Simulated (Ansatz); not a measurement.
Write a Python script for the Python package of Ansatz (0.2.0) that makes an active-space calculation of Br (charge -1). Level of theory (for the species named): Hartree-Fock, def2-SVP basis, multiplicity 1.

```yaml
atoms:
  - { symbol: Br, position_ang: [0.0000, 0.0000, 0.0000] }
```

`run_cas.py`
```python
"""Static correlation in Br(-): natural occupations of an active space."""

import ansatz as az
from ase import Atoms


def main() -> None:
    atoms = Atoms(["Br"], positions=[
        [0.0, 0.0, 0.0],
    ])
    br = az.Crystal.molecule_from_ase(atoms)

    setup = (
        br.calculation()
        .basis(gaussian="def2-SVP")  # atom-centred Gaussian functions
        .charge(-1)  # electrons removed from the neutral system
        .correlation(active_electrons=4, active_orbitals=4)
    )
    for method in [None, "sc_nevpt2", "fic_mrcisd_q"]:
        report = (setup if method is None else setup.correlation(method)).run(threads=1, backend="cpu").report
        space = report["configurations"]
        state = space["states"][0]
        print(method or "casscf", f"total {report['free_energy_ev'] / 27.211386246:.6f} Ha, active-space state {state['energy']['hartree']:.6f} Ha, mean field {report['reference_energy_ev'] / 27.211386246:.6f} Ha")
        print("  determinants", state["n_determinants"], " natural occupations", [round(n, 3) for n in space["natural_occupations"]])
    print("effectively unpaired electrons, sum of min(n, 2 - n):", round(sum(min(n, 2 - n) for n in space["natural_occupations"]), 3))


if __name__ == "__main__":
    main()
```

Output of `python run_cas.py`:
```text
casscf total -2572.173154 Ha, active-space state -2572.173154 Ha, mean field -2572.149914 Ha
  determinants 36  natural occupations [1.988, 1.988, 0.012, 0.012]
sc_nevpt2 total -2572.379485 Ha, active-space state -2572.173148 Ha, mean field -2572.149914 Ha
  determinants 12  natural occupations [1.988, 1.988, 0.012, 0.012]
fic_mrcisd_q total -2572.383312 Ha, active-space state -2572.173148 Ha, mean field -2572.149914 Ha
  determinants 12  natural occupations [1.988, 1.988, 0.012, 0.012]
effectively unpaired electrons, sum of min(n, 2 - n): 0.049
```

What to keep in mind:
- Total energies depend on the basis set; only differences at equal settings carry meaning.
- The geometry is a force-field or estimated start, not a minimum of this method, and the basis set is short of its limit. The active space starts as a window about the frontier orbitals and is then optimised, not chosen by chemistry.
- Anions want diffuse functions, which this basis lacks.
- Finished in 3.9 s on 1 thread of Arm Neoverse N1, with other jobs on the host, peak memory 0.17 GiB.
